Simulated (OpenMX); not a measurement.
Input of an OpenMX 3.8.5 run:

Contents of TaO.dat:

```
System.CurrrentDirectory             ./
System.Name                          TaO
DATA.PATH                            ./DFT_DATA13
level.of.stdout                      1
level.of.fileout                     1
Species.Number                       2
<Definition.of.Atomic.Species
  Ta  Ta7.0-s3p2d2f1         Ta_PBE13
  O   O6.0-s2p2d1            O_PBE13
Definition.of.Atomic.Species>

Atoms.Number                         2
Atoms.SpeciesAndCoordinates.Unit     FRAC
<Atoms.SpeciesAndCoordinates
    1  Ta    0.0000000000    0.0000000000    0.5000000000   6.500  6.500
    2  O     0.0000000000    0.0000000000    0.0000000000   3.000  3.000
Atoms.SpeciesAndCoordinates>

Atoms.UnitVectors.Unit               Ang
<Atoms.UnitVectors
     3.1887544000    0.0000000000    0.0000000000
    -1.5943824000    2.7615432000    0.0000000000
     0.0000000000    0.0000000000    3.8550200000
Atoms.UnitVectors>

scf.XcType                           GGA-PBE
scf.SpinPolarization                 off
scf.ElectronicTemperature            580.226
scf.energycutoff                     400.0
scf.maxIter                          100
scf.EigenvalueSolver                 band
scf.Kgrid                            7 7 5
scf.Mixing.Type                      rmm-diisk
scf.Init.Mixing.Weight               0.05
scf.Min.Mixing.Weight                0.001
scf.Max.Mixing.Weight                0.3
scf.Mixing.History                   25
scf.Mixing.StartPulay                8
scf.criterion                        1.0e-8
scf.stress.tensor                    on
MD.Type                              nomd
Band.dispersion                      on
Band.Nkpath                          9
<Band.kpath
   16   0.000000  0.000000  0.000000    0.500000  0.000000  0.000000  G M
    9   0.500000  0.000000  0.000000    0.333333  0.333333  0.000000  M K
   18   0.333333  0.333333  0.000000    0.000000  0.000000  0.000000  K G
   11   0.000000  0.000000  0.000000    0.000000  0.000000  0.500000  G A
   16   0.000000  0.000000  0.500000    0.500000  0.000000  0.500000  A L
    9   0.500000  0.000000  0.500000    0.333333  0.333333  0.500000  L H
   18   0.333333  0.333333  0.500000    0.000000  0.000000  0.500000  H A
   11   0.500000  0.000000  0.500000    0.500000  0.000000  0.000000  L M
   11   0.333333  0.333333  0.000000    0.333333  0.333333  0.500000  K H
Band.kpath>
```

Potentials or basis: OpenMX 2013 PBE set, Ta7.0-s3p2d2f1, O6.0-s2p2d1, grid cutoff 400 Ry.

Command:

```sh
$ openmx TaO.dat -nt 1 > TaO.std
```

Question: What does it give for the band gap along the path?

Answer: None (metal or under the smearing width).

Question: What does it give for the pressure?

Answer: -6.6 GPa.

Question: What does it give for the Mulliken charges?

Answer: Ta +0.33; O -0.33 e.

Levels at the corners of the path, in eV from the Fermi level:
| point | band 6 | band 7 | band 8 | band 9 | band 10 | band 11 | band 12 | band 13 |
| --- | --- | --- | --- | --- | --- | --- | --- | --- |
| Γ | -4.86 | -3.78 | -2.71 | -2.71 | 0.60 | 0.63 | 2.68 | 2.68 |
| M | -4.74 | -3.46 | -3.05 | -2.56 | -0.33 | 2.05 | 3.35 | 4.35 |
| K | -4.22 | -4.21 | -3.44 | 0.17 | 0.19 | 0.50 | 0.50 | 4.36 |
| Γ | -4.86 | -3.78 | -2.71 | -2.71 | 0.60 | 0.63 | 2.68 | 2.68 |
| A | -7.74 | -4.48 | -3.68 | -3.67 | 0.70 | 0.74 | 4.40 | 5.25 |
| L | -7.44 | -5.95 | -4.12 | -2.32 | 2.33 | 3.43 | 4.38 | 4.80 |
| H | -7.41 | -5.28 | -5.28 | -0.22 | -0.20 | 3.84 | 3.84 | 5.11 |
| A|L | -7.74 | -4.48 | -3.68 | -3.67 | 0.70 | 0.74 | 4.40 | 5.25 |
| M|K | -4.74 | -3.46 | -3.05 | -2.56 | -0.33 | 2.05 | 3.35 | 4.35 |
| H | -7.41 | -5.28 | -5.28 | -0.22 | -0.20 | 3.84 | 3.84 | 5.11 |

Caveat: spin-orbit coupling is left out, which moves the levels of the heavy elements; the basis of atomic orbitals isn't converged, which shifts pressures, moduli and gaps; an odd number of electrons without spin polarisation forces a metal; a magnetic or distorted state may lie lower.
